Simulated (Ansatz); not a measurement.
# CH₄ClFOSn: basis-set convergence

Aim: see how fast density functionals converge with the basis set for CH₄ClFOSn.

Program: Ansatz 0.2.0, Gaussian basis. Level of theory: one geometry, several basis sets. These are calculated values, not measurements.

Levels to be run: PBE0-D4/def2-SVP; ωB97M-V/def2-SVP; PBE0-D4/def2-QZVPP; ωB97M-V/def2-QZVPP; the functionals' def2-TZVPP values are taken from earlier runs.

1 further run of the same task is left out (for a known fault of the program). Runs told in other sessions of the task aren't counted.

### 1 The relaxed structure

The geometry comes from an earlier relaxation with PBE0-D4 in a triple-zeta def2 set; it is a stationary point, not always the lowest conformer. Sn takes the def2 core potential; no spin-orbit term is included.

SMILES `[OH][SnH]([Cl])[CH2]F`, 9 atoms, charge 0, spin multiplicity 1.

Atoms are counted from 1 here; the program's logs count them from 0.

Bond lengths: O1–Sn2 1.956 Å, O1–H6 0.960 Å, Sn2–Cl3 2.336 Å, Sn2–C4 2.155 Å, Sn2–H7 1.702 Å, C4–F5 1.381 Å, C4–H8 1.092 Å, C4–H9 1.092 Å. Angles: Sn2–O1–H6 114.2°, O1–Sn2–Cl3 105.9°, O1–Sn2–C4 104.0°, O1–Sn2–H7 111.6°, Cl3–Sn2–C4 109.2°, Cl3–Sn2–H7 107.0°, C4–Sn2–H7 118.5°, Sn2–C4–F5 110.2°, Sn2–C4–H8 108.6°, Sn2–C4–H9 109.8°, F5–C4–H8 109.2°, F5–C4–H9 109.2°, H8–C4–H9 109.9°.

As a file:

```
O     0.6938    1.8802   -0.3715
Sn    0.7630   -0.0399   -0.0068
Cl    1.5087   -0.2477    2.1968
C    -1.2966   -0.6646   -0.1184
F    -1.4412   -1.6660   -1.0578
H     1.4835    2.3594   -0.1092
H     1.9056   -0.8252   -0.9941
H    -1.9058    0.1938   -0.4112
H    -1.6228   -1.0362    0.8550
```

### 2 PBE0-D4 in def2-SVP

in.yaml

```yaml
crystal:
  periodic: [false, false, false]
  atoms:
    - {symbol: O, position_ang: [0.693813, 1.880232, -0.371536]}
    - {symbol: Sn, position_ang: [0.763027, -0.039866, -0.006834]}
    - {symbol: Cl, position_ang: [1.508749, -0.247735, 2.196838]}
    - {symbol: C, position_ang: [-1.296633, -0.664560, -0.118413]}
    - {symbol: F, position_ang: [-1.441192, -1.665968, -1.057775]}
    - {symbol: H, position_ang: [1.483485, 2.359437, -0.109170]}
    - {symbol: H, position_ang: [1.905634, -0.825233, -0.994139]}
    - {symbol: H, position_ang: [-1.905774, 0.193795, -0.411167]}
    - {symbol: H, position_ang: [-1.622806, -1.036202, 0.854998]}
basis:
  gaussian: {orbitals: def2-SVP}
hamiltonian: {xc: pbe0, dispersion: d4}
output: {orbitals: {seedname: orbitals}}
```

Launch:

```bash
$ ansatz run in.yaml --threads 4 --pin off --events-out ev --progress --plain --max-ram 10444MiB
```

Further steps of the session: ωB97M-V in def2-SVP; PBE0-D4 in def2-QZVPP; ωB97M-V in def2-QZVPP.

Q: Predict the results of all the runs planned. Wanted: PBE0-D4: double and triple zeta above quadruple; ωB97M-V: double and triple zeta above quadruple.

As calculated:

| quantity | value |
| --- | --- |
| PBE0-D4: double and triple zeta above quadruple | 12.77, 0.77 eV |
| ωB97M-V: double and triple zeta above quadruple | 12.91, 0.74 eV |

For PBE0-D4 the step from double to triple zeta gains 12.01 eV and the next only 0.77 eV. Total energies overstate the basis error of differences, where much of it tends to cancel. The LUMO of ωB97M-V is positive and keeps falling with the basis (1.53 to 0.72 eV): an unbound level that the basis holds in place.
